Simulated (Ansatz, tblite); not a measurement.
# C₅₆H₃₀: spin-state energies by level

Aim: set other spin states of C₅₆H₃₀ against its singlet, on many levels of theory.

Method: as each input shows; program: Ansatz 0.2.0, Gaussian basis.

The runs, in order: triplet, at the geometry of the singlet (GFN1-xTB, GFN2-xTB, PBE0-D4/def2-SVP, PBE-D4/def2-SVP); the singlet's energies come from earlier runs.

1 further run of the same task is left out (it didn't finish).

### 1 The relaxed structure

The singlet was relaxed beforehand with PBE-D4/def2-SVP.

SMILES `C#Cc1ccc(C#Cc2ccc(C#Cc3ccc(C#Cc4ccc(C#Cc5ccc(C#Cc6ccc(C#Cc7ccccc7)cc6)cc5)cc4)cc3)cc2)cc1`, 86 atoms, charge 0, spin multiplicity 1.

Bond lengths: C1–C2 1.226 Å, C1–H57 1.081 Å, C2–C3 1.427 Å, C3–C4 1.420 Å, C3–C56 1.420 Å, C4–C5 1.393 Å, C4–H58 1.100 Å, C5–C6 1.422 Å, C5–H59 1.100 Å, C6–C7 1.420 Å, C6–C55 1.422 Å, C7–C8 1.234 Å, C8–C9 1.419 Å, C9–C10 1.422 Å, C9–C54 1.422 Å, C10–C11 1.392 Å, C10–H60 1.100 Å, C11–C12 1.422 Å and more. Angles: C2–C1–H57 180.0°, C1–C2–C3 180.0°, C2–C3–C4 120.7°, C2–C3–C56 120.7°, C4–C3–C56 118.6°, C3–C4–C5 120.7°, C3–C4–H58 119.1°, C5–C4–H58 120.2°, C4–C5–C6 120.8°, C4–C5–H59 120.2°, C6–C5–H59 119.0°, C5–C6–C7 120.8°, C5–C6–C55 118.4°, C7–C6–C55 120.8°, C6–C7–C8 179.9°, C7–C8–C9 179.9°, C8–C9–C10 120.8°, C8–C9–C54 120.9° and more.

### 2 Triplet at the fixed geometry, GFN1-xTB

Tight binding, by tblite at 300 K electronic temperature and without a spin-polarisation term:

```python
tblite.interface.Calculator('GFN1-xTB', numbers, positions, charge=0, uhf=2).singlepoint()
```

Energy -3646.4878 eV; 0.7 s.

### 3 Triplet at the fixed geometry, GFN2-xTB

Tight binding, by tblite at 300 K electronic temperature and without a spin-polarisation term:

```python
tblite.interface.Calculator('GFN2-xTB', numbers, positions, charge=0, uhf=2).singlepoint()
```

Energy -3664.4063 eV; 0.55 s.

### 4 Triplet at the fixed geometry, PBE0-D4/def2-SVP

The input, in.yaml:

```yaml
crystal:
  periodic: [false, false, false]
  atoms:
    - {symbol: C, position_ang: [24.199941, -0.842921, 1.204051]}
    - {symbol: C, position_ang: [22.976240, -0.808970, 1.130382]}
    - {symbol: C, position_ang: [21.552483, -0.769166, 1.045076]}
    - {symbol: C, position_ang: [20.901106, -0.771871, -0.216476]}
    - {symbol: C, position_ang: [19.510716, -0.732513, -0.300285]}
    - {symbol: C, position_ang: [18.712048, -0.689549, 0.875206]}
    - {symbol: C, position_ang: [17.295090, -0.649342, 0.790947]}
    - {symbol: C, position_ang: [16.063782, -0.613903, 0.718730]}
    - {symbol: C, position_ang: [14.647491, -0.573204, 0.638003]}
    - {symbol: C, position_ang: [13.850695, -0.585903, 1.815689]}
    - {symbol: C, position_ang: [12.461262, -0.546474, 1.737328]}
    - {symbol: C, position_ang: [11.803758, -0.490948, 0.477588]}
    - {symbol: C, position_ang: [10.387809, -0.448866, 0.399061]}
    - {symbol: C, position_ang: [9.155825, -0.410824, 0.333976]}
    - {symbol: C, position_ang: [7.739573, -0.366026, 0.262854]}
    - {symbol: C, position_ang: [7.075598, -0.220377, -0.986094]}
    - {symbol: C, position_ang: [5.685883, -0.172620, -1.054169]}
    - {symbol: C, position_ang: [4.894765, -0.270506, 0.123321]}
    - {symbol: C, position_ang: [3.478514, -0.220826, 0.055432]}
    - {symbol: C, position_ang: [2.246291, -0.176166, -0.000095]}
    - {symbol: C, position_ang: [0.829805, -0.122291, -0.060037]}
    - {symbol: C, position_ang: [0.043342, -0.338666, 1.104769]}
    - {symbol: C, position_ang: [-1.346511, -0.284448, 1.047528]}
    - {symbol: C, position_ang: [-2.015411, -0.008554, -0.176678]}
    - {symbol: C, position_ang: [-3.431751, 0.051160, -0.233054]}
    - {symbol: C, position_ang: [-4.663999, 0.105003, -0.279083]}
    - {symbol: C, position_ang: [-6.080386, 0.169484, -0.329462]}
    - {symbol: C, position_ang: [-6.751561, 0.538766, -1.527296]}
    - {symbol: C, position_ang: [-8.141324, 0.605908, -1.574884]}
    - {symbol: C, position_ang: [-8.925411, 0.304873, -0.427539]}
    - {symbol: C, position_ang: [-10.341632, 0.375477, -0.474994]}
    - {symbol: C, position_ang: [-11.573603, 0.438487, -0.515058]}
    - {symbol: C, position_ang: [-12.989960, 0.512733, -0.559849]}
    - {symbol: C, position_ang: [-13.661233, 0.925425, -1.743101]}
    - {symbol: C, position_ang: [-15.051014, 0.999731, -1.786180]}
    - {symbol: C, position_ang: [-15.834640, 0.663962, -0.648759]}
    - {symbol: C, position_ang: [-17.251838, 0.740084, -0.692797]}
    - {symbol: C, position_ang: [-18.482786, 0.806791, -0.730756]}
    - {symbol: C, position_ang: [-19.902827, 0.884611, -0.774510]}
    - {symbol: C, position_ang: [-20.567594, 1.325818, -1.948993]}
    - {symbol: C, position_ang: [-21.963890, 1.401415, -1.985988]}
    - {symbol: C, position_ang: [-22.724927, 1.041772, -0.860788]}
    - {symbol: C, position_ang: [-22.078384, 0.604914, 0.307867]}
    - {symbol: C, position_ang: [-20.682654, 0.525584, 0.356448]}
    - {symbol: C, position_ang: [-15.163452, 0.248681, 0.533414]}
    - {symbol: C, position_ang: [-13.773670, 0.175037, 0.577142]}
    - {symbol: C, position_ang: [-8.254137, -0.065591, 0.769956]}
    - {symbol: C, position_ang: [-6.864365, -0.131022, 0.818086]}
    - {symbol: C, position_ang: [-1.228960, 0.207162, -1.341609]}
    - {symbol: C, position_ang: [0.160914, 0.150040, -1.284956]}
    - {symbol: C, position_ang: [5.558770, -0.417740, 1.372169]}
    - {symbol: C, position_ang: [6.948447, -0.462614, 1.440517]}
    - {symbol: C, position_ang: [12.600678, -0.478053, -0.700089]}
    - {symbol: C, position_ang: [13.990168, -0.519312, -0.621687]}
    - {symbol: C, position_ang: [19.366275, -0.687083, 2.137564]}
    - {symbol: C, position_ang: [20.756714, -0.725823, 2.220092]}
    - {symbol: H, position_ang: [25.278488, -0.872868, 1.268963]}
    - {symbol: H, position_ang: [21.509786, -0.805658, -1.131997]}
    - {symbol: H, position_ang: [19.015439, -0.735102, -1.282335]}
    - {symbol: H, position_ang: [14.348157, -0.627870, 2.795669]}
    - {symbol: H, position_ang: [11.855243, -0.556842, 2.655036]}
    - {symbol: H, position_ang: [7.676917, -0.144429, -1.903567]}
    - {symbol: H, position_ang: [5.183582, -0.059065, -2.025700]}
    - {symbol: H, position_ang: [0.549536, -0.550985, 2.057552]}
    - {symbol: H, position_ang: [-1.944220, -0.453515, 1.954871]}
    - {symbol: H, position_ang: [-6.155834, 0.773832, -2.421104]}
    - {symbol: H, position_ang: [-8.649243, 0.894332, -2.506468]}
    - {symbol: H, position_ang: [-13.065892, 1.188249, -2.629408]}
    - {symbol: H, position_ang: [-15.558937, 1.321565, -2.706754]}
    - {symbol: H, position_ang: [-19.968366, 1.606127, -2.827401]}
    - {symbol: H, position_ang: [-22.465836, 1.744532, -2.903528]}
    - {symbol: H, position_ang: [-23.823210, 1.103105, -0.894323]}
    - {symbol: H, position_ang: [-22.670255, 0.322161, 1.191779]}
    - {symbol: H, position_ang: [-20.172814, 0.183954, 1.268934]}
    - {symbol: H, position_ang: [-15.758939, -0.014352, 1.419540]}
    - {symbol: H, position_ang: [-13.265869, -0.146543, 1.497891]}
    - {symbol: H, position_ang: [-8.849916, -0.300928, 1.663644]}
    - {symbol: H, position_ang: [-6.356420, -0.418483, 1.749966]}
    - {symbol: H, position_ang: [-1.735088, 0.420818, -2.294129]}
    - {symbol: H, position_ang: [0.758552, 0.318331, -2.192508]}
    - {symbol: H, position_ang: [4.957344, -0.494527, 2.289506]}
    - {symbol: H, position_ang: [7.450820, -0.574971, 2.412149]}
    - {symbol: H, position_ang: [12.103305, -0.435609, -1.680071]}
    - {symbol: H, position_ang: [14.596141, -0.509635, -1.539447]}
    - {symbol: H, position_ang: [18.758482, -0.653379, 3.053634]}
    - {symbol: H, position_ang: [21.252966, -0.723005, 3.201691]}
basis:
  gaussian: {orbitals: def2-SVP, fitting: {mean_field: def2-universal-jkfit}}
magnetization: {spin_polarized: true, initial_magnetization: 2}
hamiltonian: {xc: pbe0, dispersion: d4}
scf: {omitted_lower_state_checks: [starts]}
output: {orbitals: {seedname: orbitals}}
```

Launch:

```bash
ansatz run in.yaml --threads 4 --pin off --events-out ev --progress --plain --max-ram 46080MiB --backend cuda --devices 0, --max-vram 37GiB
```

Standard output:

```text
Functional definition: PBE0
  name "PBE0"
  cite "Adamo & Barone, J. Chem. Phys. 110, 6158 (1999) doi:10.1063/1.478522"
  cite "Perdew, Burke & Ernzerhof, Phys. Rev. Lett. 77, 3865 (1996) doi:10.1103/PhysRevLett.77.3865"
  parent pbe
  parameter a = 0.25
  parameter kappa = 0.804
  parameter beta = 0.06672455060314922
  exchange = (1 - a)*pbe_x(kappa = kappa, mu = beta*pi^2/3) + a*exact_x
  correlation = pbe_c(beta = beta)
these checks for a lower state are left out or cut short: starts
4740 factors; integrals over basis functions are off by at most 2.2e-1 eV
mean field evaluation 1: about -58401.3307 eV, gradient 7.8e1 eV
mean field evaluation 2: about -58413.2063 eV, gradient 6.6e1 eV
mean field evaluation 4: about -58436.2245 eV, gradient 5.3e0 eV
mean field evaluation 8: about -58436.4074 eV, gradient 9.5e-1 eV
mean field evaluation 16: about -58436.4039 eV, gradient 6.4e-2 eV
mean field evaluation 32: about -58436.4045 eV, gradient 9.1e-5 eV
mean field -58436.40451677 eV, -2147.4982563737 hartree, gradient 7.7e-6 eV, S^2 2.035681; 0 other end points of the search recorded, 0 dependent functions left out
reference -58436.40463553 eV, -2147.4982607380 hartree; 184, 182 occupied and 750, 752 virtual orbitals, 4740 factors
Total energy: -58439.14185458 eV, -2147.5988516829 hartree
Checks for a lower state left out: starts
```

Run time: 37 s. Hardware: 1 × H100 (card shared with other runs) with 4 threads of AMD EPYC 7R13, shared host; peak host memory 1.8 GiB.

HOMO -3.60 eV, LUMO -4.75 eV (over both spins; with the spin held, an empty level of the minority spin lies below the top filled one); ⟨S²⟩ 2.036 (pure: 2.00).

### 5 Triplet at the fixed geometry, PBE-D4/def2-SVP

start.molden holds the orbitals of an earlier run on this state, given as this run's starting guess.

in.yaml: that of step 4 with these lines changed.

```diff
@@ -90,5 +90,5 @@
 basis:
-  gaussian: {orbitals: def2-SVP, fitting: {mean_field: def2-universal-jkfit}}
+  gaussian: {orbitals: def2-SVP, fitting: {mean_field: def2-universal-jkfit}, initial_orbitals: start.molden}
 magnetization: {spin_polarized: true, initial_magnetization: 2}
-hamiltonian: {xc: pbe0, dispersion: d4}
+hamiltonian: {xc: pbe, dispersion: d4}
 scf: {omitted_lower_state_checks: [starts]}
```

Same command.

Standard output:

```text
Functional definition: PBE
  name "PBE"
  cite "Perdew, Burke & Ernzerhof, Phys. Rev. Lett. 77, 3865 (1996) doi:10.1103/PhysRevLett.77.3865"
  parent pbe
  parameter kappa = 0.804
  parameter beta = 0.06672455060314922
  exchange = pbe_x(kappa = kappa, mu = beta*pi^2/3)
  correlation = pbe_c(beta = beta)
these checks for a lower state are left out or cut short: starts
4740 factors; integrals over basis functions are off by at most 2.2e-1 eV
mean field evaluation 1: about -58432.1227 eV, gradient 1.3e1 eV
mean field evaluation 2: about -58432.8570 eV, gradient 8.6e-1 eV
mean field evaluation 4: about -58432.9026 eV, gradient 2.5e-1 eV
mean field evaluation 8: about -58432.9062 eV, gradient 6.8e-3 eV
mean field evaluation 16: about -58432.9062 eV, gradient 8.1e-6 eV
mean field -58432.90619751 eV, -2147.3696955121 hartree, gradient 2.5e-6 eV, S^2 2.002705; 0 other end points of the search recorded, 0 dependent functions left out
reference -58432.90634295 eV, -2147.3697008569 hartree; 184, 182 occupied and 750, 752 virtual orbitals, 4740 factors
Total energy: -58436.10064417 eV, -2147.4870892614 hartree
Checks for a lower state left out: starts
```

Wall time 11 s (1 × H100 (card shared with other runs) with 4 threads of AMD EPYC 7R13, shared host); peak host memory 1.8 GiB.

Report: HOMO -3.25 eV, LUMO -4.87 eV (over both spins; with the spin held, an empty level of the minority spin lies below the top filled one); ⟨S²⟩ 2.003 (pure: 2.00).

### 6 Triplet less singlet, vertical

The singlet's energies are those of its earlier runs, whose logs aren't repeated here.

```csv
level,"triplet less singlet, vertical (kJ/mol)",time
GFN1-xTB,+181.9,1.1 s
GFN2-xTB,+184.3,0.92 s
PBE-D4/def2-SVP,+163.6,18 s
PBE0-D4/def2-SVP,+214.4,47 s
```

Times add the two runs; a level without a time comes out of a correlated run. Tight binding without a spin term can't rank spin states.

### 7 What came out

| quantity | value |
| --- | --- |
| triplet less singlet, vertical, functionals in def2-SVP | +163.6 (PBE-D4) to +214.4 kJ/mol (PBE0-D4) |

All functionals put the triplet above the singlet, over a spread of 50.8 kJ/mol. The checks for a lower triplet were left out, so another state of that spin may lie lower. These are electronic energies, without zero-point motion, entropy or surroundings.
